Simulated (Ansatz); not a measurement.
# C2H9GaGeO: the cost of one run

Computed with Ansatz 0.2.0, Gaussian basis. Level: the settings change from run to run.

## (1) The geometry

The structure was relaxed beforehand with PBE0-D4 in a triple-zeta def2 set.

SMILES `[CH3][Ga]([CH3])[O][GeH3]`, 14 atoms, charge 0, spin multiplicity 1.

Atoms are counted from 1 here; the program's logs count them from 0.

Bond lengths: C1–Ga2 1.965 Å, C1–H6 1.091 Å, C1–H7 1.093 Å, C1–H8 1.093 Å, Ga2–C3 1.957 Å, Ga2–O4 1.798 Å, C3–H9 1.093 Å, C3–H10 1.093 Å, C3–H11 1.090 Å, O4–Ge5 1.762 Å, Ge5–H12 1.540 Å, Ge5–H13 1.541 Å, Ge5–H14 1.545 Å. Angles: Ga2–C1–H6 111.9°, Ga2–C1–H7 110.3°, Ga2–C1–H8 110.2°, H6–C1–H7 108.6°, H6–C1–H8 108.6°, H7–C1–H8 107.2°, C1–Ga2–C3 130.5°, C1–Ga2–O4 116.5°, C3–Ga2–O4 113.0°, Ga2–C3–H9 110.5°, Ga2–C3–H10 110.8°, Ga2–C3–H11 110.3°, H9–C3–H10 107.3°, H9–C3–H11 108.8°, H10–C3–H11 109.0°, Ga2–O4–Ge5 132.5°, O4–Ge5–H12 108.0°, O4–Ge5–H13 108.7° and more.

## (2) RPA/pcseg-2

This run has correlated electrons set to all, high accuracy, the search for lower states set to full.

in.yaml

```yaml
crystal:
  periodic: [false, false, false]
  atoms:
    - {symbol: C, position_ang: [-1.489087, 1.177496, 0.304492]}
    - {symbol: Ga, position_ang: [0.173876, 0.183707, 0.630618]}
    - {symbol: C, position_ang: [1.339112, 0.134881, 2.202660]}
    - {symbol: O, position_ang: [0.757223, -0.865122, -0.707631]}
    - {symbol: Ge, position_ang: [0.125383, -1.204861, -2.316482]}
    - {symbol: H, position_ang: [-1.769425, 1.792642, 1.160600]}
    - {symbol: H, position_ang: [-1.377559, 1.825495, -0.568341]}
    - {symbol: H, position_ang: [-2.306788, 0.484874, 0.090540]}
    - {symbol: H, position_ang: [1.758620, 1.124563, 2.400048]}
    - {symbol: H, position_ang: [0.778980, -0.163723, 3.091989]}
    - {symbol: H, position_ang: [2.156709, -0.568631, 2.045118]}
    - {symbol: H, position_ang: [0.079473, -2.733125, -2.497263]}
    - {symbol: H, position_ang: [1.067484, -0.573198, -3.359537]}
    - {symbol: H, position_ang: [-1.294012, -0.614976, -2.476801]}
basis:
  gaussian: {orbitals: pcseg-2}
hamiltonian: {xc: {name: PBE0}}
correlation: {method: rpa, electrons: all}
accuracy: high
scf: {lower_state_search: full}
```

Run with:

```console
ansatz run in.yaml --threads 4 --pin off --events-out ev --progress --plain --max-ram 10444MiB
```

Q: Estimate wall time and peak memory on 4 threads of Arm Neoverse V1, shared host.

About 95 s, with a peak of 4.1 GiB.
